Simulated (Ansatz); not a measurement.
# SrB3Te: the cost of one run

Program: Ansatz 0.2.0. Level of theory: DFT PBE, scalar-relativistic, plane waves, PAW. These are calculated values, not measurements.

2 further runs of the same task are left out: 1 that didn't finish, 1 set aside as unsound or not needed.

## 1. The structure to begin with

It takes space group Pm-3m (No. 221, cubic). Conventional cell: a = 4.295 Å, b = 4.295 Å, c = 4.295 Å, α = 90.00°, β = 90.00°, γ = 90.00°. Around Sr (site symmetry m-3m) lie 12 B at 3.04 Å. Around B (site symmetry 4/mmm) lie 2 Te at 2.15 Å and 4 Sr at 3.04 Å and 8 B at 3.04 Å. Around Te (site symmetry m-3m) lie 6 B at 2.15 Å.

As a file:

```cif
data_structure
_symmetry_space_group_name_H-M 'Pm-3m'
_symmetry_Int_Tables_number 221
_cell_length_a 4.2945
_cell_length_b 4.2945
_cell_length_c 4.2945
_cell_angle_alpha 90.000
_cell_angle_beta 90.000
_cell_angle_gamma 90.000
_cell_volume 79.20
loop_
_atom_site_label
_atom_site_type_symbol
_atom_site_symmetry_multiplicity
_atom_site_Wyckoff_symbol
_atom_site_fract_x
_atom_site_fract_y
_atom_site_fract_z
_atom_site_occupancy
Sr1 Sr 1 a 0.00000 0.00000 0.00000 1
B1 B 3 c 0.00000 0.50000 0.50000 1
Te1 Te 1 b 0.50000 0.50000 0.50000 1
```

Recipe of the guess: species swapped into a database cell of SmBPd3 (Pm-3m, No. 221), with Sr on the Sm sites, Te on the B sites and B on the Pd sites. Its size is a rough estimate.

## 2. Probe: one point on a coarse mesh

input.yaml reads:

```yaml
crystal:
  lattice:
    - [4.29452704, 0.0, 0.0]
    - [0.0, 4.29452704, 0.0]
    - [0.0, 0.0, 4.29452704]
  atoms:
    - { symbol: Sr, position: [0.0, 0.0, 0.0] }
    - { symbol: B, position: [0.0, 0.5, 0.5] }
    - { symbol: B, position: [0.5, 0.0, 0.5] }
    - { symbol: B, position: [0.5, 0.5, 0.0] }
    - { symbol: Te, position: [0.5, 0.5, 0.5] }
basis:
  ecutwfc: 420
kpoints:
  mp_grid: { grid: [4, 4, 4] }
hamiltonian:
  xc: pbe
scf:
  occupations: { method: gaussian, width: 0.1 }
  lower_state_search: "off"
output:
  forces: true
  stress: true
  eigenvalues: true
```

The run is started by

```sh
> ansatz run input.yaml --threads 1 --pin off --max-ram 2048MiB --backend cpu --events-out ev --progress --plain --runs-dir out
```

**Question.** How long does this run take on 1 thread of Arm Neoverse V2, shared host, and how much memory does it need?

About 1.2 s, with a peak of 0.31 GiB.
